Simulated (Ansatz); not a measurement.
Here is an Ansatz 0.2.0 calculation.

The input input.yaml:

```yaml
crystal:
  lattice:
    - [3.53145, 0.0, 0.0]
    - [0.0, 3.53145, 0.0]
    - [0.0, 0.0, 3.53145]
  atoms:
    - { symbol: Eu, position: [0.5, 0.5, 0.5], spin: 7.0 }
    - { symbol: Mo, position: [0.0, 0.0, 0.0], spin: 1.0 }
hamiltonian:
  xc: revpbe
  pseudopotentials: { kind: paw }
magnetization:
  spin_polarized: true
kpoints:
  mp_grid: { grid: [6, 6, 6] }
scf:
  occupations: { method: fermi_dirac, width: 0.05 }
output:
  forces: true
  stress: true
  eigenvalues: true
relax:
  f_tol: 0.01
  max_steps: 40
  cell: { stress_tol: 0.05 }
```

Potentials or basis: Ansatz PAW.

The run is started by

```bash
$ ansatz run input.yaml --threads 2 --pin off --max-ram 5632MiB --backend cpu --events-out ev --progress --plain --runs-dir out
```

Problem. What does it give for the relaxed volume?

Solution. 24.44 Å³/atom.

Problem. What does it give for the net moment?

Solution. 3.99 μB per cell.

Final structure:
```cif
data_structure
_symmetry_space_group_name_H-M 'P 1'
_symmetry_Int_Tables_number 1
_cell_length_a 3.6564
_cell_length_b 3.6564
_cell_length_c 3.6564
_cell_angle_alpha 90.000
_cell_angle_beta 90.000
_cell_angle_gamma 90.000
_cell_volume 48.88
loop_
_atom_site_label
_atom_site_type_symbol
_atom_site_fract_x
_atom_site_fract_y
_atom_site_fract_z
_atom_site_occupancy
Eu1 Eu 0.50000 0.50000 0.50000 1
Mo1 Mo 0.00000 0.00000 0.00000 1
```

Caveat: spin-orbit coupling is left out, which moves the levels of the heavy elements; without U or exact exchange the open f shell lies at the Fermi level, which spoils levels, moments and volumes; the PAW data sets come from PBE, with cores solved anew for the run's functional, which leaves a small shift of forces and pressure; the starting moments weren't kept. The state reached can hang on the start; a lower one may exist.
